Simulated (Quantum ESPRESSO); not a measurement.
# Hf2F (P3m1) in Quantum ESPRESSO: further runs, part 2 of 3

Quantum ESPRESSO 7.5. Earlier steps stand in the parts before.

### Step 3. Phonons, PBE

pw.in reads:

```
&CONTROL
  calculation = 'scf'
  prefix = 'pwscf'
  outdir = './tmp'
  pseudo_dir = './pseudo'
  tprnfor = .true.
  tstress = .true.
  disk_io = 'low'
/
&SYSTEM
  ibrav = 0
  celldm(1) = 8
  nat = 3
  ntyp = 2
  ecutwfc = 45
  ecutrho = 360
  nbnd = 23
  occupations = 'smearing'
  smearing = 'fd'
  degauss = 0.00367493
/
&ELECTRONS
  conv_thr = 6d-10
  electron_maxstep = 120
  mixing_beta = 0.5
/
ATOMIC_SPECIES
Hf   178.4900 hf_pbe_v1.uspp.F.UPF
F     18.9984 f_pbe_v1.4.uspp.F.UPF
CELL_PARAMETERS alat
  0.8500398344487   0.0000000000000   0.0000000000000
 -0.4250199184054   0.7361560918983   0.0000000000000
  0.0000000000000   0.0000000000000   1.1846457733512
ATOMIC_POSITIONS crystal
Hf     0.0000000000    0.0000000000    0.1356534200
Hf     0.6666666700    0.3333333300    0.5117898200
F      0.0000000000    0.0000000000    0.6334119100
K_POINTS automatic
4 4 4 0 0 1
```

relax.in reads:

```
&CONTROL
  calculation = 'vc-relax'
  prefix = 'pwscf'
  outdir = './tmp'
  pseudo_dir = './pseudo'
  tprnfor = .true.
  tstress = .true.
  disk_io = 'low'
  nstep = 40
  forc_conv_thr = 0.0001
  etot_conv_thr = 1d-06
/
&SYSTEM
  ibrav = 0
  celldm(1) = 8
  nat = 3
  ntyp = 2
  ecutwfc = 45
  ecutrho = 360
  nbnd = 23
  occupations = 'smearing'
  smearing = 'fd'
  degauss = 0.00367493
/
&ELECTRONS
  conv_thr = 6d-10
  electron_maxstep = 120
  mixing_beta = 0.5
/
&IONS
  ion_dynamics = 'bfgs'
/
&CELL
  cell_dynamics = 'bfgs'
  press = 0
  press_conv_thr = 0.2
/
ATOMIC_SPECIES
Hf   178.4900 hf_pbe_v1.uspp.F.UPF
F     18.9984 f_pbe_v1.4.uspp.F.UPF
CELL_PARAMETERS alat
  0.8500398344487   0.0000000000000   0.0000000000000
 -0.4250199184054   0.7361560918983   0.0000000000000
  0.0000000000000   0.0000000000000   1.1846457733512
ATOMIC_POSITIONS crystal
Hf     0.0000000000    0.0000000000    0.1356534200
Hf     0.6666666700    0.3333333300    0.5117898200
F      0.0000000000    0.0000000000    0.6334119100
K_POINTS automatic
4 4 4 0 0 1
```

scf2.in reads:

```
&CONTROL
  calculation = 'scf'
  prefix = 'pwscf'
  outdir = './tmp'
  pseudo_dir = './pseudo'
  tprnfor = .true.
  tstress = .true.
  disk_io = 'low'
/
&SYSTEM
  ibrav = 0
  celldm(1) = 8
  nat = 3
  ntyp = 2
  ecutwfc = 45
  ecutrho = 360
  nbnd = 23
  occupations = 'smearing'
  smearing = 'fd'
  degauss = 0.00367493
/
&ELECTRONS
  conv_thr = 1d-13
  electron_maxstep = 120
  mixing_beta = 0.5
  startingpot = 'file'
  startingwfc = 'file'
/
ATOMIC_SPECIES
Hf   178.4900 hf_pbe_v1.uspp.F.UPF
F     18.9984 f_pbe_v1.4.uspp.F.UPF
CELL_PARAMETERS alat
  0.7567378237756   0.0000000006024   0.0000000000000
 -0.3783689124095   0.6553541790930   0.0000000000000
  0.0000000000000   0.0000000000000   1.4693794206683
ATOMIC_POSITIONS crystal
Hf     0.0000000000    0.0000000000    0.0945502863
Hf     0.6666666667    0.3333333333    0.4755670513
F      0.0000000000    0.0000000000    0.7107378124
K_POINTS automatic
4 4 4 0 0 1
```

ph.in reads:

```
phonons of Hf2F
&INPUTPH
  prefix = 'pwscf'
  outdir = './tmp'
  tr2_ph = 1d-18
  fildyn = 'dyn'
  niter_ph = 90
  alpha_mix(1) = 0.4
/
0.0000000000 0.0000000000 0.0000000000
```

dynmat.in reads:

```
&INPUT
  fildyn = 'dyn'
  asr = 'crystal'
  filout = 'dynmat.disp'
  fileig = 'dynmat.eig'
/
```

Potentials or basis: GBRV 1.5 PBE.

On the command line:

```bash
$ OMP_NUM_THREADS=1 pw.x -in pw.in > pw.out
$ OMP_NUM_THREADS=1 pw.x -in relax.in > relax.out
$ OMP_NUM_THREADS=1 pw.x -in scf2.in > scf2.out
$ OMP_NUM_THREADS=1 ph.x -in ph.in > ph.out
$ OMP_NUM_THREADS=1 dynmat.x -in dynmat.in > dynmat.out
```

pw.out:

```text
This program is part of the open-source Quantum ESPRESSO suite
     for quantum simulation of materials; please cite
[... 9 lines left out ...]
     --------------------
     sticks:   dense  smooth     PW     G-vecs:    dense   smooth      PW
     Sum        1159     583    163                43839    15515    2501

     Using Slab Decomposition

     bravais-lattice index     =            0
     lattice parameter (alat)  =       8.0000  a.u.
     unit-cell volume          =     379.5488 (a.u.)^3
     number of atoms/cell      =            3
     number of atomic types    =            2
     number of electrons       =        31.00
     number of Kohn-Sham states=           23
     kinetic-energy cutoff     =      45.0000  Ry
     charge density cutoff     =     360.0000  Ry
     scf convergence threshold =      6.0E-10
     mixing beta               =       0.5000
     number of iterations used =            8  plain     mixing
     Exchange-correlation=  SLA  PW   PBX  PBC
                           (   1   4   3   4   0   0   0)

     celldm(1)=   8.000000  celldm(2)=   0.000000  celldm(3)=   0.000000
     celldm(4)=   0.000000  celldm(5)=   0.000000  celldm(6)=   0.000000

     crystal axes: (cart. coord. in units of alat)
               a(1) = (   0.850040   0.000000   0.000000 )
               a(2) = (  -0.425020   0.736156   0.000000 )
               a(3) = (   0.000000   0.000000   1.184646 )

     reciprocal axes: (cart. coord. in units 2 pi/alat)
               b(1) = (  1.176415  0.679204 -0.000000 )
               b(2) = (  0.000000  1.358408  0.000000 )
               b(3) = (  0.000000 -0.000000  0.844134 )

     PseudoPot. # 1 for Hf read from file:
     hf_pbe_v1.uspp.F.UPF
     Pseudo is Ultrasoft + core correction, Zval = 12.0
     Generated by new atomic code, or converted to UPF format
     Using radial grid of  921 points,  8 beta functions with:
                l(1) =   0
                l(2) =   0
                l(3) =   0
                l(4) =   1
                l(5) =   1
                l(6) =   2
                l(7) =   2
                l(8) =   3
     Q(r) pseudized with  6 coefficients,  rinner =    1.200   1.200   1.200
                                                       1.200   1.200   1.200
                                                       1.200

     PseudoPot. # 2 for F  read from file:
     f_pbe_v1.4.uspp.F.UPF
     Pseudo is Ultrasoft, Zval =  7.0
     Generated by new atomic code, or converted to UPF format
     Using radial grid of  799 points,  4 beta functions with:
                l(1) =   0
                l(2) =   0
                l(3) =   1
                l(4) =   1
     Q(r) pseudized with  8 coefficients,  rinner =    0.950   0.950   0.950

     atomic species   valence    mass     pseudopotential
     Hf               12.00   178.49000     Hf( 1.00)
     F                 7.00    18.99840     F ( 1.00)

      6 Sym. Ops. (no inversion) found

   Cartesian axes

     site n.     atom                  positions (alat units)
         1        Hf     tau(   1) = (   0.0000000   0.0000000   0.1607013  )
         2        Hf     tau(   2) = (   0.4250199   0.2453854   0.6062896  )
         3        F      tau(   3) = (   0.0000000   0.0000000   0.7503687  )

     number of k points=    10  Fermi-Dirac smearing, width (Ry)=  0.0037
                       cart. coord. in units 2pi/alat
        k(    1) = (   0.0000000   0.0000000   0.1055168), wk =   0.0625000
        k(    2) = (   0.0000000   0.0000000   0.3165503), wk =   0.0625000
        k(    3) = (   0.0000000   0.3396019   0.1055168), wk =   0.1875000
        k(    4) = (   0.0000000   0.3396019   0.3165503), wk =   0.1875000
        k(    5) = (   0.0000000  -0.6792038   0.1055168), wk =   0.1875000
        k(    6) = (   0.0000000  -0.6792038   0.3165503), wk =   0.1875000
        k(    7) = (   0.2941039   0.5094028   0.1055168), wk =   0.3750000
        k(    8) = (   0.2941039   0.5094028   0.3165503), wk =   0.3750000
        k(    9) = (   0.0000000  -0.3396019   0.1055168), wk =   0.1875000
        k(   10) = (   0.0000000  -0.3396019   0.3165503), wk =   0.1875000

     Dense  grid:    43839 G-vectors     FFT dimensions: (  45,  45,  60)

     Smooth grid:    15515 G-vectors     FFT dimensions: (  30,  30,  45)

     Check: negative core charge=   -0.000002

     Initial potential from superposition of free atoms

     starting charge      27.0000, renormalised to      31.0000

     negative rho (up, down):  2.467E-01 0.000E+00
     Starting wfcs are   30 randomized atomic wfcs

     Self-consistent Calculation

     iteration #  1     ecut=    45.00 Ry     beta= 0.50
     Davidson diagonalization with overlap
     ethr =  1.00E-02,  avg # of iterations =  2.9

     negative rho (up, down):  2.229E-01 0.000E+00
[... 103 lines left out ...]
     iteration # 13     ecut=    45.00 Ry     beta= 0.50
     Davidson diagonalization with overlap
     ethr =  2.72E-11,  avg # of iterations =  2.0

     negative rho (up, down):  2.221E-01 0.000E+00

     End of self-consistent calculation

          k = 0.0000 0.0000 0.1055 (  1964 PWs)   bands (ev):

   -49.3574 -48.9864 -18.3556 -18.2019 -18.2019 -17.6539 -17.4129 -17.4129
   -14.8138   3.2088   3.2088   3.2866   7.7366  12.3167  12.9672  12.9672
    13.9544  13.9544  14.5493  16.8266  17.6347  17.6347  18.0858
[... 51 lines left out ...]
   -49.3461 -48.9897 -18.7251 -18.2462 -18.1899 -17.6825 -17.4203 -17.4133
   -14.4432   2.8659   3.1954   3.4188   9.7678  11.4318  12.7610  13.1379
    14.0461  14.6078  14.9914  16.3949  17.0168  17.2525  18.4086

     the Fermi energy is    13.0195 ev

!    total energy              =    -366.46293539 Ry
     estimated scf accuracy    <          3.0E-11 Ry
     smearing contrib. (-TS)   =      -0.00274670 Ry
     internal energy E=F+TS    =    -366.46018870 Ry

     The total energy is F=E-TS. E is the sum of the following terms:
     one-electron contribution =     -82.32409340 Ry
     hartree contribution      =      53.59661074 Ry
     xc contribution           =    -160.91820978 Ry
     ewald contribution        =    -176.81449626 Ry

     convergence has been achieved in  13 iterations

     negative rho (up, down):  2.221E-01 0.000E+00

     Forces acting on atoms (cartesian axes, Ry/au):

     atom    1 type  1   force =     0.00000000    0.00000000   -0.12251392
     atom    2 type  1   force =     0.00000000    0.00000000    0.10173539
     atom    3 type  2   force =     0.00000000    0.00000000    0.02077853

     Total force =     0.160597     Total SCF correction =     0.000022

     Computing stress (Cartesian axis) and pressure

     negative rho (up, down):  2.221E-01 0.000E+00
          total   stress  (Ry/bohr**3)                   (kbar)     P=       87.97
   0.00051362   0.00000000   0.00000000           75.56        0.00        0.00
   0.00000000   0.00051362   0.00000000            0.00       75.56        0.00
   0.00000000   0.00000000   0.00076672            0.00        0.00      112.79

=------------------------------------------------------------------------------=
   JOB DONE.
=------------------------------------------------------------------------------=
```

relax.out:

```text
This program is part of the open-source Quantum ESPRESSO suite
     for quantum simulation of materials; please cite
[... 9 lines left out ...]
     --------------------
     sticks:   dense  smooth     PW     G-vecs:    dense   smooth      PW
     Sum        1159     583    163                43839    15515    2501
[... 373 lines left out ...]
   0.00000432   0.00000000  -0.00000000            0.64        0.00       -0.00
   0.00000000   0.00000432  -0.00000000            0.00        0.64       -0.00
   0.00000000   0.00000000   0.00013775            0.00        0.00       20.26

=------------------------------------------------------------------------------=
   JOB DONE.
=------------------------------------------------------------------------------=
```

scf2.out:

```text
This program is part of the open-source Quantum ESPRESSO suite
     for quantum simulation of materials; please cite
[... 9 lines left out ...]
     --------------------
     sticks:   dense  smooth     PW     G-vecs:    dense   smooth      PW
     Sum         913     451    139                43007    15213    2469
[... 321 lines left out ...]
   0.00000434   0.00000000   0.00000000            0.64        0.00        0.00
   0.00000000   0.00000434  -0.00000000            0.00        0.64       -0.00
   0.00000000   0.00000000   0.00013776            0.00        0.00       20.27

=------------------------------------------------------------------------------=
   JOB DONE.
=------------------------------------------------------------------------------=
```

Wall time 33 min (1 thread of Intel Xeon at 2.50GHz (Skylake/Cascade Lake), shared host); peak memory 0.35 GiB.

Results:

```yaml
Free_energy: -4988.3941 eV
Relaxed_volume: 18.43 Å³/atom
Relaxed_cell: a = 3.204 Å, b = 3.204 Å, c = 6.220 Å, α = 90.00°, β = 90.00°, γ = 120.00°
Space_group_after_relaxing_to_0.05_Å: P3m1 (No. 156)
Pressure_after_relaxing: 0.7 GPa
Largest_force_after_relaxing: 0.005 eV/Å
Band_gap_on_the_k_mesh: none (metal or under the smearing width)
Highest_phonon_frequency_at_Γ: 294 cm⁻¹
```

Forces in eV/Å, atoms in the order of the input:
```
Hf   0.000  0.000  0.004
Hf   0.000  0.000  0.001
F    0.000  0.000 -0.005
```

Stress tensor (GPa, compression positive):
```
0.06 0.00 0.00
0.00 0.06 0.00
0.00 0.00 2.03
```

The path:
```
step  energy change (eV)  largest force (eV/Å)  pressure (GPa)  volume (Å³)
   1              0.0000                3.1500            8.80        56.24
   2             -0.3723                2.0602            1.71        58.80
   3             -0.6064                1.7483           -1.79        59.93
   4             -0.8851                1.1335           -4.41        60.58
   5             -1.0065                1.4249           -3.43        60.22
   6             -1.0853                1.0488           -3.51        59.73
   7             -1.2169                1.0632           -1.51        58.23
   8             -1.4329                1.0854            2.06        56.15
   9             -1.8756                0.9450            7.33        53.39
  10             -1.3733                4.6758           24.17        49.18
  11             -1.9602                1.0438           10.37        52.31
  12             -2.0452                0.5184           11.13        51.62
  13             -2.1341                0.5818           10.25        51.52
  14             -2.2423                0.5587            7.33        52.14
  15             -2.3291                0.4731            2.72        53.70
  16             -2.3525                0.2993            0.61        54.71
  17             -2.3596                0.1140           -0.22        55.28
  18             -2.3606                0.0524           -0.26        55.39
  19             -2.3609                0.0243           -0.15        55.37
  20             -2.3610                0.0106           -0.02        55.31
  21             -2.3610                0.0034            0.01        55.29
  22             -2.3610                0.0004            0.00        55.29
```

Final structure:
```
CELL_PARAMETERS angstrom
3.20359 0.00000 0.00000
-1.60179 2.77439 0.00000
0.00000 0.00000 6.22050
ATOMIC_POSITIONS crystal
Hf 0.00000 0.00000 0.09455
Hf 0.66667 0.33333 0.47557
F 0.00000 0.00000 0.71074
```

Levels at points of the mesh, in eV from the Fermi level:
| k point | band 12 | band 13 | band 14 | band 15 | band 16 | band 17 | band 18 | band 19 |
| --- | --- | --- | --- | --- | --- | --- | --- | --- |
| (0.00, 0.00, 0.12) | -7.56 | -5.86 | -3.12 | 1.05 | 1.06 | 1.06 | 1.40 | 1.40 |

Phonon frequencies in cm⁻¹ (negative: imaginary):
| q point | frequencies |
| --- | --- |
| (0.000, 0.000, 0.000) | -11 2 2 79 79 158 191 191 294 |

Optical modes at Γ, degenerate ones joined:
| cm⁻¹ | components | symmetry | active in |
| --- | --- | --- | --- |
| 79 | 2 | E | IR and Raman |
| 158 | 1 | A1 | IR and Raman |
| 191 | 2 | E | IR and Raman |
| 294 | 1 | A1 | IR and Raman |

Caveat: the k mesh is coarse (spacing up to 0.50 Å⁻¹), so the values aren't converged; the mesh is thin for the phonons of a metal; an odd number of electrons without spin polarisation forces a metal; a magnetic or distorted state may lie lower.

(Continued in part 3 of 3.)
